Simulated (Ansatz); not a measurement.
Relaxation of a periodic cell of 63 atoms, GaSi62 (host Si, host structure diamond, dopant Ga, one Si atom removed), to a largest force component of 0.03 eV/Å in at most 60 steps.

The calculation used DFT PBE, scalar-relativistic, plane waves, PAW in Ansatz. Settings: PAW set soft_1, cutoff 420 eV, k mesh 1x1x1, fermi-dirac smearing 0.05 eV, spin collinear.

```xyz
63
Lattice="10.8600 0.0000 0.0000 0.0000 10.8600 0.0000 0.0000 0.0000 10.8600" Properties=species:S:1:pos:R:3
Si 5.430 0.000 0.000
Si 6.787 1.357 1.357
Si 8.145 2.715 0.000
Si 9.502 4.072 1.357
Si 8.145 0.000 2.715
Si 9.502 1.357 4.072
Si 0.000 0.000 0.000
Si 1.357 1.357 1.357
Si 2.715 2.715 0.000
Si 4.072 4.072 1.357
Si 5.430 5.430 0.000
Si 6.787 6.787 1.357
Si 8.145 8.145 0.000
Si 9.502 9.502 1.357
Si 2.715 0.000 2.715
Si 4.072 1.357 4.072
Si 5.430 2.715 2.715
Si 6.787 4.072 4.072
Si 8.145 5.430 2.715
Si 9.502 6.787 4.072
Si 5.430 0.000 5.430
Si 6.787 1.357 6.787
Si 8.145 2.715 5.430
Si 9.502 4.072 6.787
Si 8.145 0.000 8.145
Si 9.502 1.357 9.502
Si 0.000 5.430 0.000
Si 1.357 6.787 1.357
Si 2.715 8.145 0.000
Si 4.072 9.502 1.357
Si 0.000 2.715 2.715
Si 1.357 4.072 4.072
Si 2.715 5.430 2.715
Si 4.072 6.787 4.072
Si 5.430 8.145 2.715
Si 6.787 9.502 4.072
Si 0.000 0.000 5.430
Si 1.357 1.357 6.787
Si 2.715 2.715 5.430
Si 4.072 4.072 6.787
Si 5.430 5.430 5.430
Si 6.787 6.787 6.787
Si 8.145 8.145 5.430
Ga 10.860 8.145 8.145
Si 2.715 0.000 8.145
Si 4.072 1.357 9.502
Si 5.430 2.715 8.145
Si 6.787 4.072 9.502
Si 8.145 5.430 8.145
Si 9.502 6.787 9.502
Si 0.000 8.145 2.715
Si 1.357 9.502 4.072
Si 0.000 5.430 5.430
Si 1.357 6.787 6.787
Si 2.715 8.145 5.430
Si 4.072 9.502 6.787
Si 0.000 2.715 8.145
Si 1.357 4.072 9.502
Si 2.715 5.430 8.145
Si 4.072 6.787 9.502
Si 5.430 8.145 8.145
Si 6.787 9.502 9.502
Si 1.357 9.502 9.502
```

Q: Where does it end, and by what steps?

A: The run converged. Limits of this set-up: coarse k mesh, a typed lattice constant that wasn't relaxed here. After 3 steps the energy has fallen by 0.157 eV; Si43 moved furthest, 0.10 Å.

```tsv
step	energy less start (eV)	largest force component (eV/Å)	accepted
0	0.0000	0.711	yes
1	-0.1434	0.113	yes
2	-0.1554	0.031	yes
3	-0.1569	0.013	yes
```

```xyz
63
Lattice="10.8600 0.0000 0.0000 0.0000 10.8600 0.0000 0.0000 0.0000 10.8600" Properties=species:S:1:pos:R:3
Si 5.439 0.015 -0.008
Si 6.796 1.349 1.370
Si 8.130 2.706 -0.008
Si 9.498 4.073 1.357
Si 8.153 -0.008 2.729
Si 9.516 1.316 4.114
Si -0.001 0.026 0.021
Si 1.358 1.375 1.371
Si 2.708 2.730 -0.007
Si 4.070 4.075 1.355
Si 5.415 5.437 -0.007
Si 6.770 6.787 1.371
Si 8.119 8.146 0.021
Si 9.503 9.502 1.360
Si 2.707 0.015 2.724
Si 4.085 1.349 4.081
Si 5.427 2.718 2.712
Si 6.796 4.060 4.081
Si 8.130 5.438 2.724
Si 9.512 6.803 4.092
Si 5.444 -0.008 5.438
Si 6.829 1.316 6.801
Si 8.153 2.701 5.438
Si 9.503 4.070 6.788
Si 8.211 -0.066 8.109
Si 9.512 1.338 9.487
Si -0.016 5.454 -0.024
Si 1.348 6.797 1.343
Si 2.691 8.161 -0.024
Si 4.072 9.507 1.357
Si -0.008 2.709 2.721
Si 1.358 4.059 4.055
Si 2.708 5.437 2.700
Si 4.086 6.787 4.055
Si 5.436 8.153 2.721
Si 6.829 9.489 4.114
Si -0.036 -0.066 5.496
Si 1.342 1.338 6.797
Si 2.707 2.706 5.415
Si 4.072 4.073 6.783
Si 5.439 5.438 5.415
Si 6.807 6.803 6.797
Si 8.211 8.181 5.496
Ga 10.854 8.151 8.139
Si 2.736 0.026 8.144
Si 4.086 1.375 9.503
Si 5.436 2.709 8.137
Si 6.770 4.059 9.503
Si 8.119 5.409 8.144
Si 9.418 6.790 9.500
Si -0.003 8.148 2.714
Si 1.342 9.493 4.092
Si -0.001 5.409 5.404
Si 1.355 6.790 6.703
Si 2.736 8.146 5.404
Si 4.075 9.502 6.788
Si -0.003 2.716 8.142
Si 1.348 4.087 9.493
Si 2.691 5.454 8.129
Si 4.058 6.797 9.493
Si 5.429 8.148 8.142
Si 6.807 9.493 9.487
Si 1.355 9.587 9.500
```

Whether the end is a true minimum wasn't checked by a vibrational analysis.

Run time: 19 s on 4 threads of Intel(R) Xeon(R) 6975P-C (Granite Rapids) (shared host), peak memory 1.7 GiB.
